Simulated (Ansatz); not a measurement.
# InGa2P3: the cost of one run

Program: Ansatz 0.2.0. Level of theory: DFT PBE, scalar-relativistic, plane waves, PAW. These are calculated values, not measurements.

### Step 1. The system as given

It takes space group I-4m2 (No. 119, tetragonal). The conventional cell has a = 3.989 Å, b = 3.989 Å, c = 17.069 Å, α = 90.00°, β = 90.00°, γ = 90.00°. In (site symmetry -4m2) is surrounded by 4 P at 2.54 Å. Ga (site symmetry 2mm) is surrounded by 4 P at 2.40 to 2.41 Å. Around P (site symmetry 2mm) lie 2 Ga at 2.40 Å and 2 In at 2.54 Å. P (site symmetry -4m2) is surrounded by 4 Ga at 2.41 Å.

Coordinates:

```xyz
6
Lattice="-1.9943 1.9943 8.5346 1.9943 -1.9943 8.5346 1.9943 1.9943 -8.5346" Properties=species:S:1:pos:R:3 pbc="T T T"
In    0.0000    0.0000    0.0000
Ga    0.0000    0.0000   11.4512
Ga    0.0000    0.0000    5.6180
P     0.0000    1.9943    6.9542
P     1.9943    0.0000    4.2673
P     0.0000    1.9943    1.5804
```

It is the end of an earlier relaxation with the same method, from a generated guess; it is a trial structure. At a tolerance of 0.02 Å it has space group I-4m2 (No. 119); it has 22.63 Å³/atom, an uncorrected energy of -0.35 eV/atom over the elements.

### Step 2. Electronic structure at the relaxed geometry

Input file input.yaml:

```yaml
crystal:
  lattice:
    - [-1.9942552, 1.9942552, 8.5345977]
    - [1.9942552, -1.9942552, 8.5345977]
    - [1.9942552, 1.9942552, -8.5345977]
  atoms:
    - { symbol: In, position: [0.0, 0.0, 0.0] }
    - { symbol: Ga, position: [0.670868, 0.670868, 0.0] }
    - { symbol: Ga, position: [0.329132, 0.329132, 0.0] }
    - { symbol: P, position: [0.907412, 0.407412, 0.5] }
    - { symbol: P, position: [0.25, 0.75, 0.5] }
    - { symbol: P, position: [0.592588, 0.092588, 0.5] }
basis:
  ecutwfc: 420
kpoints:
  mp_grid: { grid: [10, 10, 10] }
  band_path:
    path:
      - [[0.0, 0.0, 0.0], [0.0, 0.0, 0.5], [0.25, 0.25, 0.25], [0.0, 0.5, 0.0], [0.0, 0.0, 0.0], [0.5, 0.5, -0.5], [0.26365009, 0.73634991, -0.26365009]]
      - [[-0.26365009, 0.26365009, 0.26365009], [0.0, 0.0, 0.0]]
      - [[0.0, 0.0, 0.5], [-0.02730017, 0.02730017, 0.5]]
      - [[0.5, 0.5, -0.02730017], [0.5, 0.5, -0.5]]
    npoints: 14
hamiltonian:
  xc: pbe
scf:
  occupations: { method: gaussian, width: 0.02 }
  n_extra_bands: 15
output:
  forces: true
  stress: true
  eigenvalues: true
  populations: true
  dos: { projected: true, de: 0.02, nscf_kmesh: { grid: [15, 15, 15] } }
  bader: true
  write_density: true
  write_potential: true
  elf: true
  volumetric_format: npy
```

Run with:

```console
$ ansatz run input.yaml --threads 4 --pin off --max-ram 8192MiB --backend cpu --events-out ev --progress --plain --runs-dir out
```

What time and memory should one allow on 4 threads of Arm Neoverse V2, shared host?

About 91 s, with a peak of 1.2 GiB.
